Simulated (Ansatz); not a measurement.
Predict the output of the script below (the Ansatz DFT code, driven from Python).

Contents of `mns.yaml`:
```yaml
crystal:
  lattice:
    - [1.829996, 1.056549, 5.941841]
    - [-1.829996, 1.056549, 5.941841]
    - [0.0, -2.113097, 5.941841]
  atoms:
    - { symbol: Mn, position: [0.0, 0.0, 0.0], spin: 5.2 }
    - { symbol: Mn, position: [0.5, 0.5, 0.5], spin: 5.2 }
    - { symbol: S, position: [0.75, 0.75, 0.75] }
    - { symbol: S, position: [0.25, 0.25, 0.25] }
magnetization:
  spin_polarized: true
kpoints:
  mp_grid: { grid: [7, 7, 7] }
hamiltonian:
  xc: pbesol
scf:
  occupations: { method: fermi_dirac, width: 0.05 }
output:
  forces: true
```

`yaml_run.py`
```python
import ansatz
import yaml

with open("mns.yaml") as handle:
    tree = yaml.safe_load(handle)
print("sections:", list(tree))
outcome = ansatz.Session.from_dict(tree).plan(threads=1).execute()
r = outcome.report

n_atoms = len(r["lattice"]["sites"])
print("F =", round(r["free_energy_ev"], 4), "eV for", n_atoms, "atoms")
print("E(sigma -> 0) =", round(r["energy_sigma0_ev"], 4), "eV, TS =", round(r["entropy_ts_ev"], 5), "eV")
print("closed by", r["closed_by"], "after", r["n_iterations"], "iterations")

print("forces (eV/A)")
for site, force in zip(outcome.lattice.sites, r["forces_ev_ang"]):
    print(f"  {site.symbol:2s} {force[0]:9.4f} {force[1]:9.4f} {force[2]:9.4f}")

print(f"net moment {r['magnetization_mub']:.3f} muB, absolute {r['absolute_magnetization_mub']:.3f} muB")
for index, (site, m) in enumerate(zip(outcome.lattice.sites, r["site_moments_mub"])):
    print(f"  {index:2d} {site.symbol:2s} {m:7.3f}")
```

```console
$ python yaml_run.py
sections: ['crystal', 'magnetization', 'kpoints', 'hamiltonian', 'scf', 'output']
DeckWarning: basis.ecutwfc = 420 eV, auto-derived from the records' recommended cutoffs: set by Mn (normal level)
DeckWarning: where an SCF of this run starts from atoms to list the orders of its open shells, Mn (sites 0, 1, from 0) starts with 5.00 μB on its 3d shell, in the place of the 5.20 μB that the deck [...]
F = -9508.8989 eV for 4 atoms
E(sigma -> 0) = -9508.892 eV, TS = 0.0138 eV
closed by deck_thresholds after 11 iterations
forces (eV/A)
  Mn    0.0000    0.0000   -0.0000
  Mn    0.0000   -0.0000   -0.0000
  S     0.0000    0.0000    0.0000
  S     0.0000    0.0000    0.0000
net moment 9.177 muB, absolute 9.177 muB
   0 Mn   4.104
   1 Mn   4.104
   2 S    0.131
   3 S    0.131
```
(Warnings from the package without file and line, shortened, repeats left out.)

Absolute energies stand on the zero of these potentials, so only differences at equal settings mean something. A total without «per atom» is that of the cell as typed. For a metal this k-point mesh is coarse: on a finer one energies can move by several to tens of meV an atom and pressures by half a GPa or more, differences at one mesh by less. Within a few hundredths of an angstrom the cell has the higher group Fm-3m; the lower one is a small distortion. Without a Hubbard U or exact exchange, semilocal functionals often make such 3d compounds metallic or too weakly gapped. This cell is a computed structure, which may not be the phase found in nature. It ran for 14 s on 1 thread of Arm Neoverse V1 (shared host), peak memory 0.5 GiB.
